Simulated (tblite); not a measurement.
# CH7BCl2Si2: the cost of one run

Programs: tblite 0.8.0 and PySCF 2.14.0. All values are calculated, for the isolated system unless a continuum is named. Atoms count from 0, parts from 1.

## Step 1: The system as given

13 atoms, charge 0, multiplicity 1; geometry: distance geometry start.

## Step 2: Geometry optimisation with GFN2-xTB

What the job is given:

```
{"job": {"kind": "relax", "xc": "GFN2-xTB", "basis": "xTB"}, "charge": 0, "multiplicity": 1}
Si    -0.786557     0.504871     0.444155
C     -2.311354    -0.365682    -0.249146
Cl    -1.138057     0.667911     2.515523
B      0.809146    -0.537800     0.241482
Si     2.442383     0.048426    -0.647260
Cl    -0.668141     2.389550    -0.462852
H     -2.569724    -1.201984     0.424732
H     -3.156898     0.324231    -0.245459
H     -2.120855    -0.748206    -1.288617
H      0.843867    -1.566283     0.849847
H      2.325447     0.015332    -2.124275
H      3.494839    -0.919063    -0.301927
H      2.884503     1.368646    -0.141072
```

Level: GFN2-xTB geometry optimisation, gas phase.

The run is started by

```console
> OMP_NUM_THREADS=1 python cluster_run.py task.json out
```

One launch serves the whole session: the jobs run in the order shown.

Q: Estimate the wall time of this first job on 1 thread of Arm Neoverse V2, shared host.

About 3.9 s.
